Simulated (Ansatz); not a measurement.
I need an SCF with some post-processing of TiNb, space group Cmmm. Use Ansatz 0.2.0 through its Python package. Use: LDA, PAW, cutoff 272 eV, 11×11×6 k-points, Methfessel-Paxton smearing of 0.1 eV.

```xyz
2
Lattice="1.6410 -2.3180 0.0000 1.6410 2.3180 0.0000 0.0000 0.0000 4.6459" Properties=species:S:1:pos:R:3 pbc="T T T"
Ti    1.6410    0.0000    2.3230
Nb    0.0000    0.0000    0.0000
```

`run_survey.py`
```python
# -*- coding: utf-8 -*-
"""One SCF of TiNb and its post-processing."""

from pathlib import Path
import sys
import warnings

import ansatz as az
from ase import Atoms
import numpy as np
import pandas as pd
from pymatgen.core import Structure
from scipy.ndimage import map_coordinates

warnings.simplefilter("ignore", az.DeckWarning)

atoms = Atoms(
    ["Ti", "Nb"],
    scaled_positions=[
        [0.5, 0.5, 0.5],
        [0.0, 0.0, 0.0],
    ],
    cell=[
        [1.641004, -2.318045, 0.0],
        [1.641004, 2.318045, 0.0],
        [0.0, 0.0, 4.645946],
    ],
    pbc=True,
)
system = az.Crystal.from_ase(atoms)

job = (
    system.calculation()
    .kpoints(11, 11, 6)
    .functional("LDA")
    .scf(tolerance=1e-06, max_iterations=150)
    .occupations("methfessel_paxton")
    .accuracy("low")
    .basis(10 * az.Ha)
    .bader_charges()
    .density()
    .potential()
    .electron_localization_function()
    .output_files(volumetric_format="npy")
    .cutoff_correction(756)
)
try:
    outcome = job.run(threads=1, pin="off")
except az.NonConvergedError as error:
    sys.exit(f"no convergence: {error}")
except az.RefusalError as error:
    sys.exit(f"input refused: {error}")
summary = outcome.report

print("%-22s %14.5f eV" % ("F = E - TS", summary["free_energy_ev"]))
print("%-22s %14.5f eV" % ("E", summary["internal_energy_ev"]))
print("%-22s %14.5f eV" % ("Harris-Foulkes", summary["harris_foulkes_ev"]))
print("%-22s %14.5f eV" % ("Fermi level", summary["fermi_energy_ev"]))

basins = outcome.bader_charges()
frame = pd.DataFrame([(a.symbol, a.partial_charge_e, a.basin.volume_ang3) for a in basins.atoms], columns=["atom", "charge (e)", "volume (A^3)"])
print(frame.round(3).to_string())
print("sum of charges", round(frame["charge (e)"].sum(), 4), " sum of volumes", round(frame["volume (A^3)"].sum(), 3))

folder = Path(outcome.write_results("fields"))
print("densities in e/A^3, potentials in eV, ELF without unit")
for name in sorted(p.name for p in folder.glob("*.npy")):
    field = np.load(folder / name)
    print(f"{name:16s} {str(field.shape):16s} min {field.min():10.4f}  mean {field.mean():10.4f}  max {field.max():10.4f}")

# estimate of what a larger basis would gain, without a second SCF
estimate = summary.get("cutoff_correction")
if estimate:
    print("towards {} eV the energy would change by {:.2f} meV/atom".format(estimate["reference_ecutwfc_ev"], 1000 * estimate["energy_ev"] / len(outcome.lattice.sites)))

final = Structure(outcome.lattice.cell_ang, [s.symbol for s in outcome.lattice.sites], [s.position_frac for s in outcome.lattice.sites])
# smooth valence density along the shortest bond of atom 0
rho = outcome.density()
total = sum(channel.density_e_per_ang3 for channel in rho.channels[:2])
grid_cell = np.asarray(rho.fft_grid_basis) @ outcome.lattice.cell_ang
partner = min(final.get_neighbors(final[0], 5.0), key=lambda n: n.nn_distance)
line = np.linspace(final[0].coords, partner.coords, 11)
points = (line @ np.linalg.inv(grid_cell)) * rho.dims
values = map_coordinates(total, points.T, order=3, mode="grid-wrap")
print(f"from {final[0].specie} to {partner.specie}, {partner.nn_distance:.3f} A")
for t, value in zip(np.linspace(0, partner.nn_distance, 11), values):
    print(f"{t:7.3f} A  {value:9.4f} e/A^3")

print(job.to_python())
```

Output of `python run_survey.py`:
```text
F = E - TS                -6892.13016 eV
E                         -6892.12848 eV
Harris-Foulkes            -6892.13016 eV
Fermi level                  15.19522 eV
  atom  charge (e)  volume (A^3)
0   Ti       0.509        14.277
1   Nb      -0.509        21.068
sum of charges -0.0  sum of volumes 35.346
densities in e/A^3, potentials in eV, ELF without unit
elf.npy          (16, 16, 25)     min     0.0182  mean     0.3372  max     0.7738
rho.npy          (16, 16, 25)     min     0.1716  mean     0.7073  max    10.1425
v_es.npy         (16, 16, 25)     min   -84.6580  mean     6.6267  max    17.6311
v_tot.npy        (16, 16, 25)     min  -110.9478  mean    -5.3763  max     8.3286
towards 756.0 eV the energy would change by -328.96 meV/atom
from Ti to Ti, 2.840 A
  0.000 A    10.2619 e/A^3
  0.284 A     8.8986 e/A^3
  0.568 A     4.1048 e/A^3
  0.852 A     0.7646 e/A^3
  1.136 A     0.2369 e/A^3
  1.420 A     0.1873 e/A^3
  1.704 A     0.2369 e/A^3
  1.988 A     0.7646 e/A^3
  2.272 A     4.1048 e/A^3
  2.556 A     8.8986 e/A^3
  2.840 A    10.2619 e/A^3
(
    az.Lattice.of(((1.641004, -2.318045, 0.0), (1.641004, 2.318045, 0.0), (0.0, 0.0, 4.645946)))
    .atom("Ti", (0.5, 0.5, 0.5))
    .atom("Nb", (0.0, 0.0, 0.0))
    .calculation()
    .accuracy("low")
    .basis(cutoff=272.11386245988)
    .kpoints(11, 11, 6)
    .functional("lda")
    .scf(max_iterations=150, tolerance=1e-06)
    .occupations(method="methfessel_paxton")
    .density()
    .potential()
    .output_files(volumetric_format="npy")
    .electron_localization_function()
    .bader_charges()
    .cutoff_correction(reference_cutoff=756.0)
)
```

Notes:
- The settings weren't tested for convergence.
- The cutoff lies under the one recommended for these potentials.
- No spin polarisation was allowed.
- The mesh is modest for a metal, so energies can be off by several to tens of meV an atom and pressures by half a GPa or more; differences at equal mesh fare better.
- The zero of the levels is a convention of the potentials, so an absolute Fermi energy is no work function.
- Bader volumes count only the part of each basin above a small density, so their sum can fall short of the cell.
- Densities and potentials on the grid are those of the valence electrons, and inside the cores they hang on the potentials used.
- The structure comes from a database of computed cells and needn't be a stable or known phase.
- The script silences the warnings on its input, which a real study should read.
- Run time: 16 s on 1 thread of Arm Neoverse V1, on a shared host, peak memory 0.48 GiB.

(A comment or docstring line of the script was reworded after the run, the code is as it ran; lines on the test bed's own set-up are left out of the output.)
